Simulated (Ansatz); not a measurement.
Born–Oppenheimer molecular dynamics of a periodic cell of 22 atoms, Al$_{2}$GeH$_{2}$O$_{6}$ (host Al2GeH2O6, host structure C2/c). It starts from an unrelaxed structure (largest force component 0.47 eV/Å).

Level of theory: DFT PBEsol, scalar-relativistic, plane waves, PAW (Ansatz 0.2.0). Settings: cutoff 420 eV, k mesh 2x2x1, fermi-dirac smearing 0.05 eV, no spin polarisation.

```
ensemble        : NVT, Langevin thermostat
time step       : 0.5 fs
steps asked     : 340
set temperature : 900 K
friction        : 0.05 /fs
seed            : 66352
```

Frames 5 fs apart, positions in Å, forces in eV/Å.

Velocities at 0.0 fs (Å/ps):

```
Al -10.76 -0.44 8.44
Al 4.96 1.72 -7.01
Al 4.46 3.79 2.64
Al -7.34 -4.80 -1.05
Ge 4.57 1.15 -3.26
Ge -0.90 5.76 0.62
H 40.94 -56.94 -34.87
H -3.70 32.08 8.76
H 24.40 -32.31 -38.65
H -21.42 8.97 -3.44
O -4.45 -3.77 -2.90
O 8.54 -6.52 -6.44
O -6.46 -5.19 -1.93
O 0.77 -12.64 0.43
O 3.74 4.67 13.96
O -5.00 -3.40 2.47
O 5.81 -0.01 9.25
O -8.90 0.28 -6.54
O 3.23 -3.70 15.08
O -4.85 2.78 -6.18
O 0.41 1.59 -4.14
O 2.58 -2.88 -1.90
```

```xyz
22
Lattice="2.7592 -4.3087 0.0000 2.7592 4.3087 0.0000 -2.0677 0.0000 9.0087" Properties=species:S:1:pos:R:3:forces:R:3 time_fs=0.0 energy_less_start_eV=0.000 T=859
Al 2.166 1.147 0.771 -0.12 0.27 -0.10
Al 2.318 1.147 3.734 0.12 0.27 0.10
Al 1.284 -1.147 8.238 0.12 -0.27 0.10
Al 1.132 -1.147 5.275 -0.12 -0.27 -0.10
Ge 2.242 -1.930 2.252 0.00 0.07 0.00
Ge 1.208 1.930 6.757 0.00 -0.07 0.00
H 2.902 3.562 0.609 -0.41 -0.38 -0.17
H 1.582 3.562 3.895 0.41 -0.38 0.17
H 0.548 -3.562 8.400 0.41 0.38 0.17
H 1.869 -3.562 5.114 -0.41 0.38 -0.17
O 2.311 -0.805 3.703 -0.22 -0.07 -0.34
O 2.174 -0.805 0.802 0.22 -0.07 0.34
O 1.140 0.805 5.306 0.22 0.07 0.34
O 1.277 0.805 8.207 -0.22 0.07 -0.34
O 0.959 1.315 2.347 -0.20 0.47 0.01
O 3.526 1.315 2.157 0.20 0.47 -0.01
O 2.492 -1.315 6.662 0.20 -0.47 -0.01
O -0.075 -1.315 6.851 -0.20 -0.47 0.01
O 2.113 3.008 0.393 0.11 -0.20 -0.15
O 2.372 3.008 4.112 -0.11 -0.20 0.15
O 1.338 -3.008 8.616 -0.11 0.20 0.15
O 1.079 -3.008 4.897 0.11 0.20 -0.15
22
Lattice="2.7592 -4.3087 0.0000 2.7592 4.3087 0.0000 -2.0677 0.0000 9.0087" Properties=species:S:1:pos:R:3:forces:R:3 time_fs=5.0 energy_less_start_eV=0.412 T=696
Al 2.138 1.139 0.815 0.09 0.21 -0.65
Al 2.358 1.155 3.706 -0.47 0.17 0.64
Al 1.295 -1.136 8.252 0.16 -0.43 -0.18
Al 1.112 -1.169 5.269 -0.12 0.50 -0.21
Ge 2.266 -1.925 2.228 -0.18 -0.58 0.71
Ge 1.204 1.957 6.765 -0.01 -2.13 -0.17
H 3.004 3.404 0.536 0.19 0.19 0.00
H 1.620 3.620 3.952 -0.82 0.29 -0.27
H 0.671 -3.711 8.290 0.58 1.15 0.34
H 1.842 -3.564 5.159 -0.26 0.47 -0.21
O 2.302 -0.821 3.682 -0.19 0.11 -0.24
O 2.198 -0.835 0.771 -0.12 0.07 0.54
O 1.084 0.799 5.291 0.68 0.19 0.71
O 1.280 0.767 8.209 -0.44 0.65 -0.46
O 0.990 1.308 2.416 -0.89 0.52 -1.10
O 3.510 1.301 2.167 0.88 0.70 -0.15
O 2.521 -1.335 6.698 -0.93 0.25 -0.21
O -0.126 -1.321 6.848 0.90 0.07 0.04
O 2.117 3.007 0.473 -0.68 -0.78 -0.54
O 2.356 3.025 4.073 1.53 -1.14 0.82
O 1.326 -3.012 8.581 0.08 -0.40 0.59
O 1.079 -2.993 4.889 -0.01 -0.08 -0.01
22
Lattice="2.7592 -4.3087 0.0000 2.7592 4.3087 0.0000 -2.0677 0.0000 9.0087" Properties=species:S:1:pos:R:3:forces:R:3 time_fs=10.0 energy_less_start_eV=1.059 T=424
Al 2.120 1.133 0.832 0.48 0.22 -0.66
Al 2.370 1.159 3.681 -0.33 0.11 1.29
Al 1.296 -1.105 8.265 0.46 -0.89 -0.31
Al 1.097 -1.192 5.265 -0.09 1.11 -0.22
Ge 2.282 -1.915 2.210 -0.28 -1.28 1.26
Ge 1.202 1.971 6.789 -0.48 -3.36 -0.61
H 3.009 3.429 0.465 -0.59 -0.41 0.26
H 1.650 3.678 3.943 0.18 -0.58 -0.14
H 0.778 -3.641 8.155 -1.43 -1.31 -0.89
H 1.800 -3.537 5.225 1.18 -0.69 0.38
O 2.274 -0.817 3.650 0.09 0.12 0.01
O 2.218 -0.875 0.750 -0.33 0.56 0.50
O 1.044 0.801 5.316 1.06 0.04 0.66
O 1.282 0.741 8.209 -0.54 1.11 -0.27
O 1.030 1.269 2.451 -1.99 0.93 -1.94
O 3.502 1.307 2.182 1.43 0.62 -0.40
O 2.518 -1.366 6.709 -1.50 0.81 -0.08
O -0.173 -1.321 6.854 1.91 0.63 0.12
O 2.122 2.994 0.569 -0.22 -0.07 -1.25
O 2.369 3.021 4.057 0.52 -0.30 0.82
O 1.329 -2.999 8.546 2.16 1.84 2.13
O 1.101 -2.987 4.890 -1.68 0.79 -0.67
22
Lattice="2.7592 -4.3087 0.0000 2.7592 4.3087 0.0000 -2.0677 0.0000 9.0087" Properties=species:S:1:pos:R:3:forces:R:3 time_fs=15.0 energy_less_start_eV=1.413 T=534
Al 2.106 1.107 0.825 0.62 0.48 -0.59
Al 2.357 1.157 3.676 0.13 0.05 1.28
Al 1.292 -1.074 8.292 0.82 -1.69 -0.65
Al 1.095 -1.192 5.265 -0.05 0.78 -0.09
Ge 2.288 -1.910 2.210 -0.53 -2.23 0.91
Ge 1.203 1.983 6.809 -2.39 -3.94 -0.94
H 2.985 3.461 0.503 -0.30 -0.33 0.21
H 1.594 3.566 3.954 -0.07 -0.09 -0.08
H 0.776 -3.608 8.003 0.33 0.32 0.43
H 1.894 -3.575 5.221 -1.03 1.29 -0.68
O 2.256 -0.817 3.601 0.24 0.45 0.79
O 2.215 -0.934 0.730 -0.43 1.17 0.49
O 1.021 0.819 5.344 1.06 -0.43 0.25
O 1.245 0.730 8.186 -0.38 1.24 0.12
O 1.028 1.230 2.427 -2.10 1.16 -1.66
O 3.495 1.308 2.192 1.51 0.54 -0.59
O 2.477 -1.381 6.680 -0.99 0.85 0.31
O -0.208 -1.360 6.850 3.25 1.76 0.28
O 2.131 2.984 0.608 -0.80 -0.13 -1.50
O 2.378 3.000 4.058 0.43 -0.40 0.68
O 1.349 -3.009 8.532 0.32 0.26 0.86
O 1.111 -2.988 4.904 0.35 -1.12 0.18
22
Lattice="2.7592 -4.3087 0.0000 2.7592 4.3087 0.0000 -2.0677 0.0000 9.0087" Properties=species:S:1:pos:R:3:forces:R:3 time_fs=20.0 energy_less_start_eV=1.644 T=727
Al 2.108 1.067 0.783 0.20 1.07 -0.09
Al 2.357 1.147 3.683 0.24 0.30 1.01
Al 1.258 -1.037 8.324 1.68 -2.71 -1.72
Al 1.106 -1.177 5.272 -0.68 0.46 -0.12
Ge 2.302 -1.898 2.221 -0.77 -3.18 -0.26
Ge 1.195 1.984 6.833 -2.91 -2.91 -1.94
H 2.981 3.391 0.494 0.52 0.33 0.10
H 1.502 3.393 3.939 0.61 0.20 0.32
H 0.789 -3.555 7.962 0.13 -0.13 0.17
H 1.928 -3.397 5.165 1.27 -0.86 0.02
O 2.241 -0.842 3.582 0.55 1.23 1.37
O 2.203 -0.966 0.684 -0.84 1.35 1.58
O 1.025 0.815 5.343 1.07 -0.19 0.21
O 1.226 0.738 8.150 -0.33 1.09 0.84
O 0.992 1.187 2.382 -1.23 1.35 -0.98
O 3.511 1.324 2.211 1.02 0.34 -1.00
O 2.398 -1.399 6.648 0.62 0.46 0.81
O -0.174 -1.413 6.843 2.52 1.74 0.59
O 2.115 2.983 0.602 -1.51 -0.77 -1.35
O 2.397 2.998 4.078 -0.78 -0.52 0.01
O 1.370 -3.027 8.533 0.36 0.71 0.95
O 1.103 -2.990 4.908 -1.74 0.63 -0.51
22
Lattice="2.7592 -4.3087 0.0000 2.7592 4.3087 0.0000 -2.0677 0.0000 9.0087" Properties=species:S:1:pos:R:3:forces:R:3 time_fs=25.0 energy_less_start_eV=2.068 T=718
Al 2.098 1.024 0.747 0.22 1.72 0.29
Al 2.335 1.145 3.684 0.85 0.71 0.95
Al 1.242 -1.030 8.364 2.62 -3.04 -3.30
Al 1.129 -1.151 5.277 -1.51 -0.34 -0.29
Ge 2.292 -1.888 2.239 -0.77 -3.34 -1.11
Ge 1.173 1.970 6.848 -1.95 -1.21 -2.42
H 2.979 3.404 0.491 -0.19 0.04 0.15
H 1.454 3.303 3.999 0.38 0.78 0.41
H 0.781 -3.554 8.093 -0.78 -0.79 -0.61
H 2.060 -3.319 5.138 -1.40 -0.08 -0.79
O 2.248 -0.838 3.593 0.52 1.44 1.30
O 2.203 -0.958 0.639 -1.84 1.16 3.47
O 1.023 0.808 5.338 0.87 0.17 0.12
O 1.220 0.739 8.131 -0.31 0.88 1.27
O 0.954 1.179 2.323 -0.41 1.33 -0.13
O 3.551 1.317 2.223 0.18 0.39 -1.15
O 2.324 -1.403 6.625 2.26 0.03 1.46
O -0.130 -1.452 6.856 0.77 1.06 0.75
O 2.091 3.002 0.565 -0.43 -0.66 -1.15
O 2.392 3.038 4.119 -0.77 -1.35 -0.52
O 1.400 -3.022 8.570 0.76 1.15 1.13
O 1.102 -2.996 4.905 0.92 -0.06 0.16
22
Lattice="2.7592 -4.3087 0.0000 2.7592 4.3087 0.0000 -2.0677 0.0000 9.0087" Properties=species:S:1:pos:R:3:forces:R:3 time_fs=30.0 energy_less_start_eV=2.088 T=728
Al 2.070 1.005 0.721 0.46 1.68 0.59
Al 2.320 1.163 3.681 0.94 0.69 0.95
Al 1.249 -1.031 8.384 2.08 -3.06 -3.52
Al 1.151 -1.115 5.290 -2.05 -1.03 -0.68
Ge 2.268 -1.898 2.247 0.00 -2.09 -1.09
Ge 1.145 1.948 6.856 -0.96 -0.29 -2.60
H 2.940 3.397 0.617 -0.48 0.04 -0.05
H 1.444 3.353 4.167 -0.53 0.83 0.20
H 0.745 -3.602 8.216 0.40 0.49 0.17
H 2.052 -3.305 4.948 0.85 -0.78 -0.10
O 2.274 -0.822 3.612 0.29 1.11 0.74
O 2.156 -0.952 0.616 -1.70 1.14 3.85
O 1.022 0.770 5.323 1.12 0.87 0.26
O 1.214 0.743 8.142 -0.32 0.58 1.36
O 0.919 1.186 2.279 0.30 1.07 0.50
O 3.597 1.346 2.224 -1.14 -0.10 -0.93
O 2.282 -1.422 6.617 3.21 -0.09 1.96
O -0.100 -1.488 6.891 -0.47 0.58 0.44
O 2.052 2.990 0.504 0.52 -0.43 -0.49
O 2.358 3.056 4.152 0.49 -1.80 -0.45
O 1.404 -2.994 8.619 -1.11 -0.42 -0.48
O 1.133 -3.013 4.914 -1.91 1.03 -0.66
22
Lattice="2.7592 -4.3087 0.0000 2.7592 4.3087 0.0000 -2.0677 0.0000 9.0087" Properties=species:S:1:pos:R:3:forces:R:3 time_fs=35.0 energy_less_start_eV=2.218 T=770
Al 2.048 0.990 0.688 0.93 1.55 1.01
Al 2.337 1.176 3.658 0.52 0.53 1.36
Al 1.255 -1.040 8.366 0.95 -2.90 -2.97
Al 1.156 -1.096 5.258 -1.48 -1.51 -0.05
Ge 2.248 -1.915 2.245 1.03 -0.25 -0.61
Ge 1.109 1.923 6.859 0.30 0.39 -2.70
H 2.879 3.344 0.803 -0.45 0.32 -0.33
H 1.494 3.516 4.285 0.14 -0.08 -0.08
H 0.789 -3.681 8.433 -0.36 0.24 -0.42
H 2.078 -3.449 4.764 -1.93 1.04 0.61
O 2.309 -0.811 3.658 -0.03 0.38 -0.49
O 2.089 -0.932 0.600 -0.68 0.76 3.49
O 1.046 0.771 5.276 0.78 0.91 0.63
O 1.210 0.751 8.169 -0.28 0.27 1.16
O 0.882 1.200 2.240 1.00 0.71 0.90
O 3.633 1.350 2.209 -2.39 -0.65 -0.67
O 2.282 -1.446 6.628 2.73 0.09 1.53
O -0.079 -1.504 6.895 -1.28 0.25 0.23
O 2.038 2.978 0.455 0.90 -0.36 0.13
O 2.353 3.056 4.169 -0.02 -1.09 -0.49
O 1.419 -2.977 8.643 -1.45 -0.40 -0.81
O 1.110 -3.058 4.925 1.07 -0.20 -1.42
22
Lattice="2.7592 -4.3087 0.0000 2.7592 4.3087 0.0000 -2.0677 0.0000 9.0087" Properties=species:S:1:pos:R:3:forces:R:3 time_fs=40.0 energy_less_start_eV=2.082 T=731
Al 2.049 0.978 0.688 1.17 1.73 0.97
Al 2.340 1.181 3.659 0.06 0.35 1.49
Al 1.262 -1.074 8.326 -0.35 -2.17 -1.88
Al 1.162 -1.091 5.228 -0.97 -1.23 0.67
Ge 2.228 -1.932 2.232 1.30 1.23 -0.48
Ge 1.086 1.903 6.855 1.67 0.26 -2.34
H 2.756 3.419 0.938 -0.86 -0.02 -0.72
H 1.571 3.625 4.352 0.47 -1.01 -0.38
H 0.745 -3.700 8.639 0.05 0.81 -0.57
H 1.925 -3.470 4.698 1.50 -0.09 -0.03
O 2.346 -0.792 3.672 -0.54 -0.29 -0.88
O 2.026 -0.881 0.629 0.53 -0.13 2.58
O 1.092 0.813 5.247 0.49 0.15 0.88
O 1.226 0.764 8.203 -0.34 -0.09 0.74
O 0.858 1.243 2.205 1.38 0.19 1.31
O 3.628 1.339 2.213 -2.71 -0.82 -0.47
O 2.332 -1.476 6.652 1.12 0.61 0.64
O -0.074 -1.506 6.899 -1.14 0.25 0.05
O 2.019 2.994 0.423 1.56 0.04 0.79
O 2.360 3.033 4.185 -0.24 -0.04 -0.36
O 1.414 -2.975 8.673 -2.30 -1.02 -1.19
O 1.079 -3.111 4.945 -1.85 1.31 -0.83
22
Lattice="2.7592 -4.3087 0.0000 2.7592 4.3087 0.0000 -2.0677 0.0000 9.0087" Properties=species:S:1:pos:R:3:forces:R:3 time_fs=45.0 energy_less_start_eV=1.645 T=765
Al 2.066 0.981 0.699 0.78 1.81 0.78
Al 2.324 1.187 3.679 0.34 0.13 0.90
Al 1.266 -1.131 8.268 -0.84 -1.28 -0.34
Al 1.165 -1.094 5.219 -0.82 -1.12 0.55
Ge 2.216 -1.947 2.232 0.54 1.39 -0.83
Ge 1.073 1.897 6.845 3.15 -0.91 -1.27
H 2.588 3.510 1.065 -0.93 -0.38 -1.24
H 1.567 3.563 4.295 -0.01 -0.33 -0.14
H 0.661 -3.596 8.556 -0.31 -0.18 -0.33
H 1.966 -3.399 4.583 -0.57 0.26 0.68
O 2.367 -0.774 3.672 -0.88 -0.86 -0.50
O 1.972 -0.837 0.716 1.42 -1.03 1.43
O 1.155 0.871 5.232 -0.10 -0.82 1.02
O 1.239 0.762 8.245 -0.33 -0.13 -0.37
O 0.881 1.274 2.180 0.66 0.26 1.81
O 3.566 1.326 2.196 -1.45 -0.27 -0.24
O 2.383 -1.534 6.676 -1.16 1.82 -0.15
O -0.107 -1.506 6.886 -0.23 0.49 0.10
O 2.024 3.019 0.393 1.32 0.12 1.09
O 2.371 3.009 4.173 0.27 0.05 -0.47
O 1.399 -2.983 8.669 -1.46 0.05 -1.11
O 1.068 -3.145 4.944 0.61 0.94 -1.38
```

Of the whole run (170 fs, mean temperature of the second half 797 K): The mean temperature of the second half is 11 % below the set value. A run of 0.17 ps of so small a system gives no equilibrium averages. Limits of this set-up: coarse k mesh.

Time of the run: 20 min on 1 thread of Arm Neoverse V1, with other jobs on the host, peak memory 0.51 GiB.
